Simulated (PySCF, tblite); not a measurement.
# C8H6NO radical: geometry, infrared bands and EPR parameters

Wanted: the infrared bands and EPR parameters of C8H6NO radical (`Cc1[c]cc(O)cc1C#N`), by calculation.

Computed with tblite 0.8.0 and PySCF 2.14.0, with density-fitted response routines of our own, on a single molecule in the gas phase. Atoms are numbered from 0 throughout.

## 1. The starting structure

16 atoms, charge 0, multiplicity 2; geometry from: force field or distance geometry start.

Bonds of the start (Å): C0–C1 1.49, C1–C2 1.41, C2–C3 1.38, C3–C4 1.39, C4–O5 1.36, C4–C6 1.39, C6–C7 1.39, C7–C8 1.43, C8–N9 1.17, C7–C1 1.41, C0–H10 1.10, C0–H11 1.10, C0–H12 1.09, C3–H13 1.09, O5–H14 0.96, C6–H15 1.09.

## 2. Geometry optimisation with GFN2-xTB

The job: settings as JSON, then the geometry in Å.

```
{"job": {"kind": "relax", "xc": "GFN2-xTB", "basis": "xTB"}, "charge": 0, "multiplicity": 2}
C     -2.199600    -0.916400    -0.536800
C     -0.797600    -0.494900    -0.262200
C      0.243100    -1.429900    -0.466200
C      1.564400    -1.090400    -0.232600
C      1.873600     0.170300     0.251500
O      3.155900     0.542000     0.497000
C      0.876100     1.115900     0.464900
C     -0.457300     0.787900     0.226300
C     -1.469600     1.770300     0.463600
N     -2.300800     2.569000     0.659400
H     -2.816200    -0.855500     0.372900
H     -2.649500    -0.277100    -1.307400
H     -2.258700    -1.945700    -0.886300
H      2.336300    -1.844100    -0.407200
H      3.748800    -0.194400     0.303600
H      1.143700     2.101900     0.848100
```

Launch:

```console
$ OMP_NUM_THREADS=1 python probes_run.py task.json out
```

This one command runs all jobs of the session in turn.

**Question.** This job is followed by: GFN2-xTB harmonic vibrations, gas phase; UKS B3LYP, pcH-1 on C H N O, non-relativistic, mean-field spin-orbit, GIAO. Predict these results of the whole session: strongest single infrared mode (GFN2-xTB); zero-point energy (GFN2-xTB); g(iso) (B3LYP); ⟨S²⟩; largest a(iso) (averaged by class); potential on the surface of density 0.002 e/bohr³, 1st and 99th percentile.

As calculated:

| quantity | value |
| --- | --- |
| strongest single infrared mode (GFN2-xTB) | 2364 cm⁻¹, 239 km/mol |
| zero-point energy (GFN2-xTB) | 71.5 kcal/mol |
| g(iso) (B3LYP) | 2.00225 |
| ⟨S²⟩ | 0.757 (exact 0.75) |
| largest a(iso) (averaged by class) | 13C on C2, 404.2 MHz |
| potential on the surface of density 0.002 e/bohr³, 1st and 99th percentile | -1.73 V and 2.86 V |

In words: Relaxing lowered the energy by 0.190 eV in 36 steps; the close pair that moved most is C1–C2, from 1.414 to 1.363 Å. No mode is imaginary among the 42: a minimum at this level. The strongest single mode, at 2364 cm⁻¹, moves mainly C8 and N9. Unscaled tight-binding wavenumbers are off by several per cent, some by more. Its intensities can rank the bands wrongly. Most of the unpaired spin sits on C2 (1.01 e). The isotropic g lies 0.1 ppt below the free-electron value. The conformer search found further structures of the same energy, which may be mirror or relabelled copies of this one.
